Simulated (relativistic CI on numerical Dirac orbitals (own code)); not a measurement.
# Dy⁺: M4,5 absorption multiplets

Wanted: the shape of the M4,5 absorption spectrum of Dy⁺ in 4 surroundings, from the same atomic integrals.

Program: relativistic CI on numerical Dirac orbitals (own code) version 1. Level of theory: Dirac-Coulomb-Breit CI, KLI orbitals optimised for each configuration, model QED (radiative potential, 1s self-energy scaled to tabulated hydrogen-like ionisation energies), multiplet model of core-to-valence dipole absorption in a parametric crystal field. These are calculated values, not measurements, unless marked.

**1. The system**

```
ion                                            : Dy⁺ (Dy II)
nuclear charge                                 : 66
electrons                                      : 65
configurations                                 : [Xe] 4f11 → [Ar] 3d9 4s2 4p6 4d10 4f12 5s2 5p6
magnetising field for the dichroism, Lz and Sz : magnetic field 10 T along z; these come from the lowest magnetised state alone (0 K)
temperature of the isotropic spectrum          : 80 K
widths                                         : Lorentz 0.6 eV, Gauss 0.4 eV
surrounding 1                                  : Oh, B40 = -460, B60 = 110 cm⁻¹
surrounding 2                                  : Oh, B40 = 100, B60 = 70 cm⁻¹
surrounding 3                                  : D4h, B20 = -190, B40 = 300, B44 = -230, B60 = 140, B64 = -20 cm⁻¹
surrounding 4                                  : Oh, B40 = 210, B60 = 100 cm⁻¹
```

**2. Surrounding 1: Oh, B40 = -460, B60 = 110**

Settings, as recorded:

```ini
atom Dy  Z=66  charge=1  electrons=65
nucleus A=164  rms_radius_fm=5.2218
hamiltonian dirac-coulomb  breit=on  qed=on  c_scale=1
orbitals kli  potential=per-configuration
slater_scale 1
correlation none
mixing on
configurations
  [Xe] 4f11
  [Ar] 3d9 4s2 4p6 4d10 4f12 5s2 5p6
end
absorption M4,5 T=80 lorentz=0.6 gauss=0.4
crystal_field Oh B40=-460 B60=110
```

**3. Surrounding 2: Oh, B40 = 100, B60 = 70**

The settings differ from step 2 so:

```diff
@@ -12,2 +12,2 @@
 absorption M4,5 T=80 lorentz=0.6 gauss=0.4
-crystal_field Oh B40=-460 B60=110
+crystal_field Oh B40=100 B60=70
```

**4. Surrounding 3: D4h, B20 = -190, B40 = 300, B44 = -230, B60 = 140, B64 = -20**

The settings differ from step 3 so:

```diff
@@ -12,2 +12,2 @@
 absorption M4,5 T=80 lorentz=0.6 gauss=0.4
-crystal_field Oh B40=100 B60=70
+crystal_field D4h B20=-190 B40=300 B44=-230 B60=140 B64=-20
```

**5. Surrounding 4: Oh, B40 = 210, B60 = 100**

The settings differ from step 4 so:

```diff
@@ -12,2 +12,2 @@
 absorption M4,5 T=80 lorentz=0.6 gauss=0.4
-crystal_field D4h B20=-190 B40=300 B44=-230 B60=140 B64=-20
+crystal_field Oh B40=210 B60=100
```

(Steps that only read results are left out.)

**Question.** What will these runs give? Wanted: highest peak, first run; ground spin; share of the lower edge; core spin-orbit splitting.

**Answer**, as computed:

| surrounding | ground S | Lz (0 K) | Sz (0 K) | centroid (eV) | share of the lower edge | up to four highest peaks (% of the highest), eV |
| --- | --- | --- | --- | --- | --- | --- |
| 1: Oh | 1.49 | -5.53 | -1.37 | 1294.72 | 0.917 | 1289.9 (58), 1292.1 (100), 1294.3 (25), 1327.2 (12) |
| 2: Oh | 1.49 | -4.46 | -1.10 | 1294.71 | 0.917 | 1289.9 (58), 1292.1 (100), 1294.3 (25), 1327.2 (12) |
| 3: D4h | 1.49 | -5.15 | -1.28 | 1294.71 | 0.917 | 1289.9 (58), 1292.1 (100), 1294.3 (25), 1327.2 (12) |
| 4: Oh | 1.49 | -4.21 | -1.04 | 1294.71 | 0.917 | 1289.9 (58), 1292.1 (100), 1294.3 (25), 1327.2 (12) |

```
                                 quantity      value
                  highest peak, first run  1292.1 eV
      ground spin (effective S from ⟨S²⟩)       1.49
                  share of the lower edge      0.917
core spin-orbit splitting (without Breit)   36.96 eV
```

**Reading.** The lower edge takes 0.92 of the intensity in surrounding 1, above the statistical 0.60. The highest peak stays in place, within the step of the energy grid, in all surroundings. Edge positions are free-ion values and differ from those in solids by a few eV or more.
